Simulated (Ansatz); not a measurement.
# Cl₃H₄InOSi: how energies converge with the basis set

An exercise on one series of results from a longer session: the logs are not shown, and one member is left open.

Method: one geometry, several basis sets; program: Ansatz 0.2.0, Gaussian basis.

Levels to be run: PBE0-D4/def2-SVP; ωB97M-V/def2-SVP; PBE0-D4/def2-QZVPP; ωB97M-V/def2-QZVPP; the functionals' def2-TZVPP values are taken from earlier runs.

## The relaxed structure

An earlier PBE0-D4 in a triple-zeta def2 set relaxation fixed the geometry. In takes the def2 core potential; no spin-orbit term is included.

10 atoms, charge 0, spin multiplicity 1.

Atoms are counted from 1 here; the program's logs count them from 0.

Bond lengths: Si1–O2 1.695 Å, Si1–H7 1.481 Å, Si1–H8 1.479 Å, Si1–H9 1.474 Å, O2–In3 2.275 Å, O2–H10 0.964 Å, In3–Cl4 2.319 Å, In3–Cl5 2.325 Å, In3–Cl6 2.309 Å. Angles: O2–Si1–H7 107.2°, O2–Si1–H8 109.5°, O2–Si1–H9 104.2°, H7–Si1–H8 110.6°, H7–Si1–H9 112.4°, H8–Si1–H9 112.5°, Si1–O2–In3 128.5°, Si1–O2–H10 118.4°, In3–O2–H10 107.9°, O2–In3–Cl4 95.7°, O2–In3–Cl5 90.3°, O2–In3–Cl6 102.4°, Cl4–In3–Cl5 119.2°, Cl4–In3–Cl6 118.0°, Cl5–In3–Cl6 119.4°.

The first run:

in.yaml reads:

```yaml
crystal:
  periodic: [false, false, false]
  atoms:
    - {symbol: Si, position_ang: [0.487016, -1.350002, 0.918390]}
    - {symbol: O, position_ang: [0.711213, 0.090770, 0.053453]}
    - {symbol: In, position_ang: [-0.861619, 1.429489, -0.900752]}
    - {symbol: Cl, position_ang: [-2.338193, -0.281516, -1.421298]}
    - {symbol: Cl, position_ang: [0.679801, 2.121428, -2.497897]}
    - {symbol: Cl, position_ang: [-1.417527, 2.853860, 0.828919]}
    - {symbol: H, position_ang: [1.657389, -1.510770, 1.811751]}
    - {symbol: H, position_ang: [0.393556, -2.484437, -0.025629]}
    - {symbol: H, position_ang: [-0.764829, -1.131964, 1.665557]}
    - {symbol: H, position_ang: [1.536392, 0.211840, -0.429594]}
basis:
  gaussian: {orbitals: def2-SVP}
hamiltonian: {xc: pbe0, dispersion: d4}
output: {orbitals: {seedname: orbitals}}
```

Run with:

```
ansatz run in.yaml --threads 4 --pin off --events-out ev --progress --plain --max-ram 11315MiB
```

Steps of the session up to this table: PBE0-D4 in def2-SVP; ωB97M-V in def2-SVP; PBE0-D4 in def2-QZVPP; ωB97M-V in def2-QZVPP.

One of the session's tables, all rows but one given; the rest of the session is left out.

It belongs to the step «Density functionals: the series». 

```
functional       basis  HOMO (eV)  LUMO (eV)
   PBE0-D4    def2-SVP          ?          ?
   PBE0-D4  def2-TZVPP      -8.88      -2.01
   PBE0-D4  def2-QZVPP      -8.91      -2.07
   ωB97M-V    def2-SVP     -10.88       0.27
   ωB97M-V  def2-TZVPP     -11.16      -0.09
   ωB97M-V  def2-QZVPP     -11.20      -0.25
```

Estimate the missing values for PBE0-D4, def2-SVP.

**Answer.** HOMO (eV): -8.67; LUMO (eV): -1.80. In the column «HOMO (eV)» it is the highest.
